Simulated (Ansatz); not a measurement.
# GeH12O4Si4: up Jacob's ladder to CCSD(T)

How much do the methods differ for GeH12O4Si4? The plan is to run it at one geometry with functionals of several rungs and with coupled cluster. The yardstick is the atomisation energy at the CCSD(T) limit.

The runs use Ansatz 0.2.0, Gaussian basis; functionals in def2-TZVPP, the program's frozen cores in correlated methods.

The runs, in order: LDA (SPW92), PBE-D4, revPBE-D4, BLYP-D4, r2SCAN-D4, B97M-V, PBE0-D4, B3LYP-D4, r2SCANh-D4, r2SCAN0-D4, HSE06-D4, BHLYP-D4, CAM-B3LYP-D4, LC-ωPBE, ωB97X-V, ωB97M-V, B2PLYP, PBE-QIDH; CCSD(T)/def2-SVP; CCSD(T)/def2-TZVPP; MP2/def2-QZVPP; extrapolation to the limit; RPA on PBE.

## (1) The relaxed structure

All runs share one geometry, relaxed beforehand with PBE0-D4 in a triple-zeta def2 set.

SMILES `[SiH3][O][Ge]([O][SiH3])([O][SiH3])[O][SiH3]`, 21 atoms, charge 0, spin multiplicity 1.

Atoms are counted from 1 here; the program's logs count them from 0.

Bond lengths: Si1–O2 1.648 Å, Si1–H10 1.485 Å, Si1–H11 1.482 Å, Si1–H12 1.486 Å, O2–Ge3 1.738 Å, Ge3–O4 1.738 Å, Ge3–O6 1.738 Å, Ge3–O8 1.738 Å, O4–Si5 1.648 Å, Si5–H13 1.485 Å, Si5–H14 1.486 Å, Si5–H15 1.482 Å, O6–Si7 1.648 Å, Si7–H16 1.486 Å, Si7–H17 1.482 Å, Si7–H18 1.485 Å, O8–Si9 1.648 Å, Si9–H19 1.486 Å and more. Angles: O2–Si1–H10 110.4°, O2–Si1–H11 107.0°, O2–Si1–H12 110.6°, H10–Si1–H11 109.8°, H10–Si1–H12 109.2°, H11–Si1–H12 109.9°, Si1–O2–Ge3 133.2°, O2–Ge3–O4 108.6°, O2–Ge3–O6 111.2°, O2–Ge3–O8 108.6°, O4–Ge3–O6 108.6°, O4–Ge3–O8 111.2°, O6–Ge3–O8 108.6°, Ge3–O4–Si5 133.2°, O4–Si5–H13 110.4°, O4–Si5–H14 110.6°, O4–Si5–H15 107.0°, H13–Si5–H14 109.2° and more.

Geometry (Å):

```tsv
atom	x (Å)	y (Å)	z (Å)
Si1	0.0240	-2.7297	1.4887
O2	0.5782	-1.2321	1.0797
Ge3	-0.0063	0.0001	0.0017
O4	1.3309	0.5977	-0.9347
Si5	2.8658	0.0522	-1.1868
O6	-0.7040	1.3269	0.8821
Si7	-0.1917	2.8594	1.2078
O8	-1.2305	-0.6921	-1.0202
Si9	-2.7218	-0.1797	-1.5007
H10	0.2620	-3.6901	0.3814
H11	0.7759	-3.1557	2.6929
H12	-1.4302	-2.6838	1.7909
H13	3.7022	0.2845	0.0181
H14	2.8587	-1.3996	-1.5035
H15	3.4138	0.8155	-2.3331
H16	1.2187	2.8503	1.6753
H17	-1.0726	3.3931	2.2738
H18	-0.2980	3.7095	-0.0051
H19	-2.6672	1.2346	-1.9532
H20	-3.1385	-1.0526	-2.6238
H21	-3.6941	-0.2975	-0.3846
```

## (2) LDA

This LDA is Slater exchange with PW92 correlation.

Input file in.yaml:

```yaml
crystal:
  periodic: [false, false, false]
  atoms:
    - {symbol: Si, position_ang: [0.023987, -2.729716, 1.488702]}
    - {symbol: O, position_ang: [0.578219, -1.232138, 1.079735]}
    - {symbol: Ge, position_ang: [-0.006325, 0.000083, 0.001736]}
    - {symbol: O, position_ang: [1.330884, 0.597660, -0.934671]}
    - {symbol: Si, position_ang: [2.865826, 0.052185, -1.186765]}
    - {symbol: O, position_ang: [-0.703958, 1.326884, 0.882080]}
    - {symbol: Si, position_ang: [-0.191735, 2.859397, 1.207825]}
    - {symbol: O, position_ang: [-1.230528, -0.692099, -1.020194]}
    - {symbol: Si, position_ang: [-2.721764, -0.179713, -1.500661]}
    - {symbol: H, position_ang: [0.261997, -3.690076, 0.381377]}
    - {symbol: H, position_ang: [0.775858, -3.155694, 2.692928]}
    - {symbol: H, position_ang: [-1.430187, -2.683849, 1.790891]}
    - {symbol: H, position_ang: [3.702196, 0.284476, 0.018074]}
    - {symbol: H, position_ang: [2.858719, -1.399609, -1.503457]}
    - {symbol: H, position_ang: [3.413837, 0.815477, -2.333063]}
    - {symbol: H, position_ang: [1.218745, 2.850252, 1.675300]}
    - {symbol: H, position_ang: [-1.072570, 3.393100, 2.273759]}
    - {symbol: H, position_ang: [-0.298037, 3.709514, -0.005055]}
    - {symbol: H, position_ang: [-2.667247, 1.234594, -1.953216]}
    - {symbol: H, position_ang: [-3.138472, -1.052585, -2.623768]}
    - {symbol: H, position_ang: [-3.694144, -0.297543, -0.384557]}
basis:
  gaussian: {orbitals: def2-TZVPP}
hamiltonian: {xc: lda}
output: {orbitals: {seedname: orbitals}}
```

Started as:

```sh
> ansatz run in.yaml --threads 4 --pin off --events-out ev --progress --plain --max-ram 66560MiB --backend cuda --devices 0, --max-vram 37GiB
```

Further steps of the session: PBE-D4 (GGA); revPBE-D4 (GGA); BLYP-D4 (GGA); r2SCAN-D4 (meta-GGA); B97M-V (meta-GGA); PBE0-D4 (hybrid); B3LYP-D4 (hybrid); r2SCANh-D4 (hybrid); r2SCAN0-D4 (hybrid); HSE06-D4 (hybrid); BHLYP-D4 (hybrid); CAM-B3LYP-D4 (range-separated); LC-ωPBE (range-separated); ωB97X-V (range-separated); ωB97M-V (range-separated); B2PLYP (double hybrid); PBE-QIDH (double hybrid); CCSD(T) in def2-SVP; CCSD(T) in def2-TZVPP; MP2 in def2-QZVPP; RPA on PBE orbitals.

Q: Predict the results of all the runs planned. Wanted: atomisation energy, CCSD(T)/CBS; farthest beyond LDA; mean size of error, GGA; mean size of error, meta-GGA; mean size of error, hybrid; mean size of error, range-separated; mean size of error, double hybrid; gap, smallest and largest; T1 diagnostic.

**Answer**, as computed:

```
                               quantity                                              value
        atomisation energy, CCSD(T)/CBS                                          75.987 eV
    functionals within 0.760 eV (1.0 %)  r2SCAN-D4, B97M-V, CAM-B3LYP-D4, ωB97X-V, ωB97M-V
                    farthest beyond LDA                              revPBE-D4 (-2.867 eV)
                mean size of error, GGA                                           1.845 eV
           mean size of error, meta-GGA                                           0.501 eV
             mean size of error, hybrid                                           1.697 eV
    mean size of error, range-separated                                           0.608 eV
      mean size of error, double hybrid                                           1.609 eV
              gap, smallest and largest          5.34 eV (LDA (SPW92)), 13.02 eV (LC-ωPBE)
                          T1 diagnostic                                             0.0122
triples share of the correlation energy                                              3.4 %
```

In words: The LDA atomisation energy is off by 8.405 eV (11 %): it overbinds. PBE-D4 misses by -1.276 eV. Double hybrids carry the basis error of their MP2 part in triple zeta, and no dispersion term here, so their miss is partly the set-up's. The rungs meta-GGA, range-separated miss on average by less than the doubt on the reference (0.760 eV), so they tie. Misses under about 0.760 eV are within the doubt on the reference itself, which lacks core-valence correlation, relativity and higher excitations, and its outer-core shells are covered unevenly. Hartree-Fock recovers 73 % of the binding; the rest is correlation. CCSD(T) in def2-SVP is off by -6.023 eV, more than most functionals: a good method in a small basis is no reference. The gap grows from 5.3 to 13.0 eV across the functionals, mostly with the share of exact exchange. Correlated methods include outer-core shells of Ge, which these sets cover unevenly.
